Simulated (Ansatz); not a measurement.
**ClH₄N₂OV: up Jacob's ladder to CCSD(T)**

An exercise on one series of results from a longer session: the logs are not shown, and one member is left open.

Computed with Ansatz 0.2.0, Gaussian basis. Level: functionals in def2-TZVPP, the program's frozen cores in correlated methods.

Levels to be run: LDA (SPW92), PBE-D4, revPBE-D4, BLYP-D4, r2SCAN-D4, B97M-V, PBE0-D4, B3LYP-D4, r2SCANh-D4, r2SCAN0-D4, HSE06-D4, BHLYP-D4, CAM-B3LYP-D4, LC-ωPBE, ωB97X-V, ωB97M-V, B2PLYP, PBE-QIDH; CCSD(T)/def2-SVP; CCSD(T)/def2-TZVPP; MP2/def2-QZVPP; extrapolation to the limit; RPA on PBE.

### Structure used throughout

All runs share one geometry, relaxed beforehand with PBE0-D4 in a triple-zeta def2 set.

SMILES `[NH]=[V]([NH2])([OH])[Cl]`, 9 atoms, charge 0, spin multiplicity 1.

Atoms are counted from 1 here; the program's logs count them from 0.

Bond lengths: N1–V2 1.601 Å, N1–H6 1.012 Å, V2–N3 1.812 Å, V2–O4 1.764 Å, V2–Cl5 2.184 Å, N3–H7 1.007 Å, N3–H8 1.012 Å, O4–H9 0.959 Å. Angles: V2–N1–H6 169.4°, N1–V2–N3 104.4°, N1–V2–O4 111.5°, N1–V2–Cl5 109.5°, N3–V2–O4 110.8°, N3–V2–Cl5 110.6°, O4–V2–Cl5 109.9°, V2–N3–H7 127.4°, V2–N3–H8 120.1°, H7–N3–H8 112.3°, V2–O4–H9 124.1°.

The first run:

in.yaml reads:

```yaml
crystal:
  periodic: [false, false, false]
  atoms:
    - {symbol: N, position_ang: [-0.072755, 1.532793, 0.010174]}
    - {symbol: V, position_ang: [-0.172454, -0.018687, -0.372690]}
    - {symbol: N, position_ang: [1.213867, -0.790235, 0.502818]}
    - {symbol: O, position_ang: [-1.707725, -0.714385, 0.148024]}
    - {symbol: Cl, position_ang: [0.056010, -0.253492, -2.531877]}
    - {symbol: H, position_ang: [-0.037607, 2.541949, 0.070256]}
    - {symbol: H, position_ang: [1.923537, -0.331206, 1.049761]}
    - {symbol: H, position_ang: [1.295457, -1.798556, 0.537071]}
    - {symbol: H, position_ang: [-2.409830, -0.214483, 0.569364]}
basis:
  gaussian: {orbitals: def2-TZVPP}
hamiltonian: {xc: lda}
output: {orbitals: {seedname: orbitals}}
```

Launch:

```bash
$ ansatz run in.yaml --threads 4 --pin off --events-out ev --progress --plain --max-ram 10444MiB
```

Steps of the session up to this table: LDA; PBE-D4 (GGA); revPBE-D4 (GGA); BLYP-D4 (GGA); r2SCAN-D4 (meta-GGA); B97M-V (meta-GGA); PBE0-D4 (hybrid); B3LYP-D4 (hybrid); r2SCANh-D4 (hybrid); r2SCAN0-D4 (hybrid); HSE06-D4 (hybrid); BHLYP-D4 (hybrid); CAM-B3LYP-D4 (range-separated); LC-ωPBE (range-separated); ωB97X-V (range-separated); ωB97M-V (range-separated); B2PLYP (double hybrid); PBE-QIDH (double hybrid).

One of the session's tables, all rows but one given; the rest of the session is left out.

It belongs to the step «Frontier levels by functional». 

```
  functional  HOMO (eV)  LUMO (eV)  gap (eV)
 LDA (SPW92)      -6.65      -3.24      3.41
      PBE-D4      -6.47      -3.02      3.45
   revPBE-D4      -6.40      -2.94      3.46
     BLYP-D4      -6.33      -2.93      3.40
   r2SCAN-D4      -6.77      -3.02      3.75
      B97M-V      -6.83      -3.04      3.79
     PBE0-D4      -7.81      -2.14      5.67
    B3LYP-D4      -7.57      -2.40      5.17
  r2SCANh-D4      -7.27      -2.67      4.60
  r2SCAN0-D4      -8.03      -2.13      5.90
    HSE06-D4      -7.41      -2.52      4.89
    BHLYP-D4      -9.04      -1.11      7.93
CAM-B3LYP-D4      -9.17      -1.05      8.12
     LC-ωPBE     -10.53       0.09     10.62
     ωB97X-V     -10.16       0.06     10.22
     ωB97M-V          ?          ?         ?
```

Q: Estimate the row for ωB97M-V from the others.

The run gave: HOMO (eV): -10.04; LUMO (eV): 0.06; gap (eV): 10.10. In the column «HOMO (eV)» it lies between ωB97X-V (-10.16) and CAM-B3LYP-D4 (-9.17).
